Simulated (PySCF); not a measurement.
# MoNH2SClO (SMILES [NH2][Mo](=[O])(=[S])[Cl]): PBE0/def2-SVP (density fitting, core potential)

What is the vertical ionisation energy of MoNH2SClO at PBE0/def2-SVP (density fitting, core potential)? 

Program for the calculation: PySCF 2.14.0.

2 further runs of the same task are left out: 2 that didn't finish.

### Step 1. The molecule

MoNH2SClO: 7 atoms, total charge 0, spin state singlet. SMILES: `[NH2][Mo](=[O])(=[S])[Cl]`. The coordinates come from a PBE0-D4/def2-TZVP relaxation. This is one conformer, not always the lowest.

Bond lengths: N1–Mo2 1.906 Å, Mo2–O3 1.666 Å, Mo2–S4 2.107 Å, Mo2–Cl5 2.259 Å, N1–H6 1.010 Å, N1–H7 1.010 Å. Angles: N1–Mo2–O3 108.2°, N1–Mo2–S4 108.3°, N1–Mo2–Cl5 110.2°, O3–Mo2–S4 110.9°, O3–Mo2–Cl5 109.6°, S4–Mo2–Cl5 109.7°, Mo2–N1–H6 124.6°, Mo2–N1–H7 122.2°, H6–N1–H7 112.0°.

### Step 2. The energy at PBE0/def2-SVP (density fitting, core potential)

Contents of run.py:

```python
# [NH2][Mo](=[O])(=[S])[Cl]
from pyscf import gto, dft
from pyscf import df

mol = gto.Mole()
mol.atom = '''
N     -1.372319     1.309580     1.231723
Mo     0.912171    -0.784047    -0.603201
O      3.170771    -1.738737     1.372508
S     -1.121741    -3.891324    -2.039392
Cl     2.660923     1.407468    -3.823483
H     -3.248628     1.415783     0.901210
H     -0.885715     2.152776     2.874462
'''
mol.ecp = {'Mo': 'def2-svp'}
mol.unit = 'bohr'
mol.charge = 0
mol.verbose = 3
mol.max_memory = 1860
mol.spin = 0
mol.basis = 'def2-svp'
mol.build()

ks = dft.RKS(mol, xc='pbe0')
ks = ks.density_fit(auxbasis=df.aug_etb(mol, beta=2.0))
ks.conv_tol = 1e-10
ks.grids.level = 4
ks.kernel()
if not ks.converged:
    ks = ks.newton().run(ks.mo_coeff, ks.mo_occ)

energy = ks.e_tot
print(f'total energy: {energy:.8f} hartree')
```

Run with:

```bash
OMP_NUM_THREADS=1 python run.py
```

The log of the run:

```text
converged SCF energy = -1057.12289550847
total energy: -1057.12289551 hartree
```

Run time: 20 s. Hardware: 1 thread of Arm Neoverse V2, shared host; peak memory 0.47 GiB.

### Step 3. The doublet cation at the same level

Contents of job.py:

```python
from pyscf import gto, dft
from pyscf import df

mol = gto.Mole()
mol.atom = '''
N     -1.372319     1.309580     1.231723
Mo     0.912171    -0.784047    -0.603201
O      3.170771    -1.738737     1.372508
S     -1.121741    -3.891324    -2.039392
Cl     2.660923     1.407468    -3.823483
H     -3.248628     1.415783     0.901210
H     -0.885715     2.152776     2.874462
'''
mol.charge = 1
mol.unit = 'bohr'
mol.basis = 'def2-svp'
mol.verbose = 4
mol.max_memory = 1860
mol.ecp = {'Mo': 'def2-svp'}
mol.spin = 1
mol.build()

mf = dft.UKS(mol, xc='pbe0')
mf = mf.density_fit(auxbasis=df.aug_etb(mol, beta=2.0))
mf.grids.level = 4
mf.conv_tol = 1e-10
mf.kernel()
if not mf.converged:
    mf = mf.newton().run(mf.mo_coeff, mf.mo_occ)

e_final = mf.e_tot
print(f'total energy: {e_final:.8f} hartree')
```

Run with:

```bash
OMP_NUM_THREADS=1 python job.py
```

The log of the run:

```text
PySCF version 2.14.0

[INPUT] num. atoms = 7
[INPUT] num. electrons = 63
[INPUT] charge = 1
[INPUT] spin (= nelec alpha-beta = 2S) = 1
[INPUT] symmetry False subgroup None
[INPUT] Mole.unit = bohr
[INPUT] Symbol           X                Y                Z      unit          X                Y                Z       unit  Magmom
[INPUT]  1 N     -0.726199940913   0.692999891877   0.651799741766 AA   -1.372319000000   1.309580000000   1.231723000000 Bohr   0.0
[INPUT]  2 Mo     0.482700105662  -0.414899804690  -0.319200222804 AA    0.912171000000  -0.784047000000  -0.603201000000 Bohr   0.0
[INPUT]  3 O      1.677899754246  -0.920099996183   0.726299955405 AA    3.170771000000  -1.738737000000   1.372508000000 Bohr   0.0
[INPUT]  4 S     -0.593599773755  -2.059199981106  -1.079199770533 AA   -1.121741000000  -3.891324000000  -2.039392000000 Bohr   0.0
[INPUT]  5 Cl     1.408099811613   0.744799990699  -2.023300069940 AA    2.660923000000   1.407468000000  -3.823483000000 Bohr   0.0
[INPUT]  6 H     -1.719099904357   0.749200099208   0.476899794253 AA   -3.248628000000   1.415783000000   0.901210000000 Bohr   0.0
[INPUT]  7 H     -0.468700193370   1.139199999416   1.521099784056 AA   -0.885715000000   2.152776000000   2.874462000000 Bohr   0.0

[... 71 lines left out ...]
WARN: HOMO -0.512402149754909 >= LUMO -0.512402149754906
[... 110 lines left out ...]
converged SCF energy = -1056.76178725379  <S^2> = 0.76914464  2S+1 = 2.0190539
total energy: -1056.76178725 hartree
```

Run time: 71 s. Hardware: 1 thread of Arm Neoverse V2, shared host; peak memory 0.49 GiB.

### Step 4. Results

Level: PBE0/def2-SVP (density fitting, core potential).

```
                                          quantity           value
                   singlet MoNH2SClO: total energy  -1057.12290 Eh
                  singlet MoNH2SClO: dipole moment          3.89 D
                    singlet MoNH2SClO: HOMO energy        -7.84 eV
                    singlet MoNH2SClO: LUMO energy        -3.02 eV
                  singlet MoNH2SClO: HOMO–LUMO gap         4.82 eV
                      doublet cation: total energy  -1056.76179 Eh
doublet cation: HOMO energy (highest over α and β)       -13.86 eV
 doublet cation: LUMO energy (lowest over α and β)       -11.77 eV
                              doublet cation: ⟨S²⟩           0.769
vertical ionisation energy (to the doublet cation)        9.826 eV
```

Removing an electron at fixed nuclei costs 9.83 eV (227 kcal/mol). The negative HOMO energy of the first species, 7.84 eV, lies 1.99 eV below that difference. Mulliken charges (singlet MoNH2SClO) run from -0.40 on N1 to +0.66 on Mo2.
